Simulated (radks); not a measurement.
# B in [He] 2s2 2p1: an all-electron calculation

One table from this session's results is given with a row withheld; the runs are named, their logs left out.

Program: radks (a radial shooting solver on a logarithmic mesh, Libxc functionals) version 1. Level of theory: non-relativistic Kohn-Sham, LDA (Slater exchange, VWN5 correlation), spin-polarised, spherical densities, point nucleus; open shells are filled with parallel spins first. These are calculated values, not measurements, unless marked.

### Starting point

| Quantity | Value |
| --- | --- |
| element | boron (Z = 5) |
| charge | 0 |
| electrons | 5 |
| configuration | [He] 2s2 2p1 |

The outer shells:

B
```
[He] core
2s [↑↓]
2p [↑ ][  ][  ]
```

Set-up of the first run:

The run's settings:

```text
Z 5
configuration [He] 2s2 2p1
relativity non-relativistic
functional lda,vwn5
spin polarised
nucleus point
```

Run with:

```console
> python run_ks.py task.json out
```

The same process makes all the runs of this session.

One of the session's tables, all rows but one given; the rest of the session is left out.

It belongs to the step «Orbitals and density». Radial moments (bohr):

```
  level     <r>  outermost maximum (interpolated)  90 % within
  1s up       ?                                 ?            ?
1s down  0.3320                             0.212        0.597
  2s up   1.949                              1.51         3.11
2s down   1.996                              1.53         3.21
  2p up   2.232                              1.54         3.83
2p down   2.392                              1.60         4.16
```

**Question.** Estimate the row for 1s up.

As computed: <r>: 0.3327; outermost maximum (interpolated): 0.212; 90 % within: 0.599. In the column «<r>» it lies between 1s down (0.3320) and 2s up (1.949).

To keep in mind: Open shells are spherical and high-spin; term and fine-structure splittings are not resolved.
